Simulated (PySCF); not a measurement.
# [Bi(SH)3]2+: forces at shaken geometries

Aim: move all atoms of relaxed [Bi(SH)3]2+ at random and read energies and forces. The structure is generated, not taken from experiment.

Method: TPSS, Bi def2-SVP with ECP60, S def2-SVP, H def2-SVP; scalar-relativistic core potentials, no spin–orbit coupling; program: PySCF 2.14.0.

4 further runs of the same task are left out: 2 for a known fault of the program, 1 that didn't finish, 1 set aside as unsound or not needed.

## 1. Starting geometry

7 atoms, charge 2, spin multiplicity 1.

Bond lengths: Bi1–S2 2.484 Å, Bi1–S4 2.495 Å, Bi1–S6 2.472 Å, S2–H3 1.372 Å, S4–H5 1.372 Å, S6–H7 1.372 Å. Angles: S2–Bi1–S4 131.1°, S2–Bi1–S6 109.9°, S4–Bi1–S6 119.0°, Bi1–S2–H3 95.7°, Bi1–S4–H5 95.6°, Bi1–S6–H7 94.7°.

Coordinates:

```
atom    x (Å)    y (Å)    z (Å)
 Bi1   0.6277  -0.2054   0.1037
  S2  -0.3858   0.4635   2.2707
  H3  -1.6751   0.5192   1.8056
  S4  -0.3887  -0.5294  -2.1522
  H5  -1.6765  -0.2681  -1.7586
  S6   3.0749  -0.4423   0.3589
  H7   3.2954  -0.7645  -0.9568
```

Formal oxidation states: Bi +5. An earlier session relaxed this geometry at TPSS, Bi def2-SVP with ECP60, S def2-SVP, H def2-SVP (singlet, point group C1).

Its energy there is -1409.901883 Eh.

## 2. Atoms moved at random, σ = 0.06 Å

The input, run.py (the lines that set the calculation):

```python
mol = gto.M(atom='''
Bi     0.65787    -0.30315     0.15816
S     -0.33299     0.44481     2.31961
H     -1.72476     0.55990     1.81506
S     -0.46461    -0.54698    -2.20265
H     -1.65658    -0.27948    -1.82447
S      3.05528    -0.39633     0.27813
H      3.33758    -0.70570    -0.87263''',
    basis={'Bi': 'def2-SVP', 'S': 'def2-SVP', 'H': 'def2-SVP'},
    ecp={'Bi': 'def2-SVP'},
    charge=2, spin=0)
mf = dft.RKS(mol, xc='TPSS')
mf.grids.atom_grid = (50, 194)
mf = mf.density_fit()  # fitting sets: Bi def2-universal-JKFIT, S def2-universal-JKFIT, H def2-universal-JKFIT
mf.conv_tol = 1e-08; mf.max_cycle = 55
mf.kernel(dm0)  # dm0: the density of the relaxed state
```

Launch:

```
> OMP_NUM_THREADS=2 python run.py
```

## 3. Atoms moved at random, σ = 0.03 Å

The input, run.py (the lines that set the calculation):

```python
mol = gto.M(atom='''
Bi     0.64985    -0.15918     0.07606
S     -0.36841     0.44497     2.27875
H     -1.69166     0.56238     1.79687
S     -0.37059    -0.56055    -2.15620
H     -1.69430    -0.27615    -1.72939
S      3.07061    -0.45024     0.39034
H      3.27628    -0.78817    -0.98522''',
    basis={'Bi': 'def2-SVP', 'S': 'def2-SVP', 'H': 'def2-SVP'},
    ecp={'Bi': 'def2-SVP'},
    charge=2, spin=0)
mf = dft.RKS(mol, xc='TPSS')
mf.grids.atom_grid = (50, 194)
mf = mf.density_fit()  # fitting sets: Bi def2-universal-JKFIT, S def2-universal-JKFIT, H def2-universal-JKFIT
mf.conv_tol = 1e-08; mf.max_cycle = 55
mf.kernel(dm0)  # dm0: the density of the relaxed state
```

## 4. Atoms moved at random, σ = 0.15 Å

The input, run.py (the lines that set the calculation):

```python
mol = gto.M(atom='''
Bi     0.57881    -0.29360     0.31333
S     -0.48019     0.40675     2.55821
H     -1.68989     0.46790     1.81253
S     -0.21016    -0.45610    -2.24662
H     -1.65027    -0.28061    -1.87006
S      2.87427    -0.51217     0.25165
H      3.44921    -0.55910    -1.14784''',
    basis={'Bi': 'def2-SVP', 'S': 'def2-SVP', 'H': 'def2-SVP'},
    ecp={'Bi': 'def2-SVP'},
    charge=2, spin=0)
mf = dft.RKS(mol, xc='TPSS')
mf.grids.atom_grid = (50, 194)
mf = mf.density_fit()  # fitting sets: Bi def2-universal-JKFIT, S def2-universal-JKFIT, H def2-universal-JKFIT
mf.conv_tol = 1e-08; mf.max_cycle = 55
mf.kernel(dm0)  # dm0: the density of the relaxed state
```

Before running it: what results should come out? Wanted: for each run, σ; energy rise; harmonic estimate −½ F·u; largest force component.

As calculated:

| σ (Å) | energy rise (eV) | harmonic estimate −½ F·u (eV) | largest force component (eV/Å) |
| --- | --- | --- | --- |
| 0.06 | 0.707 | 0.737 | 5.23 |
| 0.03 | 0.090 | 0.086 | 1.24 |
| 0.15 | 1.066 | 1.091 | 4.06 |

Every displacement raises the energy. For a harmonic well the rise equals −½ F·u; the two differ by at most 4 % here (a move with σ = 0.06 Å), from anharmonicity, the grid and the small forces left at the relaxed point. These are double-zeta-type bases without diffuse functions. Spin–orbit coupling is left out.
